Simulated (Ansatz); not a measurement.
**CH5FOSeSi: one species, many methods**

Aim: compute CH5FOSeSi with functionals from several rungs and with coupled cluster. The yardstick is the atomisation energy at the CCSD(T) limit.

Program: Ansatz 0.2.0, Gaussian basis. Level of theory: functionals in def2-TZVPP, the program's frozen cores in correlated methods. These are calculated values, not measurements.

The runs, in order: LDA (SPW92), PBE-D4, revPBE-D4, BLYP-D4, r2SCAN-D4, B97M-V, PBE0-D4, B3LYP-D4, r2SCANh-D4, r2SCAN0-D4, HSE06-D4, BHLYP-D4, CAM-B3LYP-D4, LC-ωPBE, ωB97X-V, ωB97M-V, B2PLYP, PBE-QIDH; CCSD(T)/def2-SVP; CCSD(T)/def2-TZVPP; MP2/def2-QZVPP; extrapolation to the limit; RPA on PBE.

**1. Structure used throughout**

All runs share one geometry, relaxed beforehand with PBE0-D4 in a triple-zeta def2 set.

10 atoms, charge 0, spin multiplicity 1.

Atoms are counted from 1 here; the program's logs count them from 0.

Bond lengths: C1–O2 1.412 Å, C1–H6 1.094 Å, C1–H7 1.090 Å, C1–H8 1.094 Å, O2–Si3 1.621 Å, Si3–F4 1.586 Å, Si3–Se5 2.264 Å, Si3–H9 1.479 Å, Se5–H10 1.470 Å. Angles: O2–C1–H6 111.1°, O2–C1–H7 107.8°, O2–C1–H8 111.3°, H6–C1–H7 108.7°, H6–C1–H8 108.8°, H7–C1–H8 109.1°, C1–O2–Si3 126.2°, O2–Si3–F4 104.4°, O2–Si3–Se5 112.7°, O2–Si3–H9 113.4°, F4–Si3–Se5 111.4°, F4–Si3–H9 108.6°, Se5–Si3–H9 106.4°, Si3–Se5–H10 91.9°.

**2. LDA**

This LDA is Slater exchange with PW92 correlation.

The input, in.yaml:

```yaml
crystal:
  periodic: [false, false, false]
  atoms:
    - {symbol: C, position_ang: [0.342091, 1.418234, 0.545189]}
    - {symbol: O, position_ang: [0.845890, 0.321013, -0.186839]}
    - {symbol: Si, position_ang: [0.293111, -1.201892, -0.130871]}
    - {symbol: F, position_ang: [1.150353, -1.972904, -1.220638]}
    - {symbol: Se, position_ang: [-1.923275, -1.343723, -0.572237]}
    - {symbol: H, position_ang: [0.573974, 1.320033, 1.610212]}
    - {symbol: H, position_ang: [0.820018, 2.321407, 0.164897]}
    - {symbol: H, position_ang: [-0.741845, 1.510641, 0.426554]}
    - {symbol: H, position_ang: [0.499335, -1.853374, 1.180499]}
    - {symbol: H, position_ang: [-1.776452, -0.570635, -1.813868]}
basis:
  gaussian: {orbitals: def2-TZVPP}
hamiltonian: {xc: lda}
output: {orbitals: {seedname: orbitals}}
```

The run is started by

```sh
$ ansatz run in.yaml --threads 4 --pin off --events-out ev --progress --plain --max-ram 10444MiB
```

After this run come: PBE-D4 (GGA); revPBE-D4 (GGA); BLYP-D4 (GGA); r2SCAN-D4 (meta-GGA); B97M-V (meta-GGA); PBE0-D4 (hybrid); B3LYP-D4 (hybrid); r2SCANh-D4 (hybrid); r2SCAN0-D4 (hybrid); HSE06-D4 (hybrid); BHLYP-D4 (hybrid); CAM-B3LYP-D4 (range-separated); LC-ωPBE (range-separated); ωB97X-V (range-separated); ωB97M-V (range-separated); B2PLYP (double hybrid); PBE-QIDH (double hybrid); CCSD(T) in def2-SVP; CCSD(T) in def2-TZVPP; MP2 in def2-QZVPP; RPA on PBE orbitals.

Before running them: what should the planned runs give, taken together? Wanted: atomisation energy, CCSD(T)/CBS; farthest beyond LDA; mean size of error, GGA; mean size of error, meta-GGA; mean size of error, hybrid; mean size of error, range-separated; mean size of error, double hybrid; gap, smallest and largest; T1 diagnostic.

**Answer**, as computed:

```
                               quantity                                                                value
        atomisation energy, CCSD(T)/CBS                                                        3670.7 kJ/mol
 functionals within 36.7 kJ/mol (1.0 %)  PBE-D4, r2SCAN-D4, B97M-V, B3LYP-D4, CAM-B3LYP-D4, ωB97X-V, ωB97M-V
                    farthest beyond LDA                                             BHLYP-D4 (-141.9 kJ/mol)
                mean size of error, GGA                                                          44.9 kJ/mol
           mean size of error, meta-GGA                                                          16.4 kJ/mol
             mean size of error, hybrid                                                          64.8 kJ/mol
    mean size of error, range-separated                                                          24.7 kJ/mol
      mean size of error, double hybrid                                                          63.5 kJ/mol
              gap, smallest and largest                                5.19 eV (BLYP-D4), 12.33 eV (LC-ωPBE)
                          T1 diagnostic                                                               0.0107
triples share of the correlation energy                                                                3.4 %
```

What this shows: The LDA atomisation energy is off by 511.6 kJ/mol (14 %): it overbinds. PBE-D4 is off by +21.5 kJ/mol. Double hybrids carry the basis error of their MP2 part in triple zeta, and no dispersion term here, so their miss is partly the set-up's. The rungs meta-GGA, range-separated miss on average by less than the doubt on the reference (36.7 kJ/mol), so they tie. The reference freezes the cores and leaves out relativity and excitations past (T), and its outer-core shells are covered unevenly, so misses under about 36.7 kJ/mol can't be ranked. All levels share the lack of spin-orbit coupling, which lowers the free heavy atoms and so the true binding. Hartree-Fock recovers 72 % of the binding; the rest is correlation. CCSD(T) in def2-SVP is off by -283.2 kJ/mol, more than most functionals: a good method in a small basis is no reference. Orbital gaps span 5.2 to 12.3 eV; exact exchange widens them. Correlated methods include outer-core shells of Se, which these sets cover unevenly.
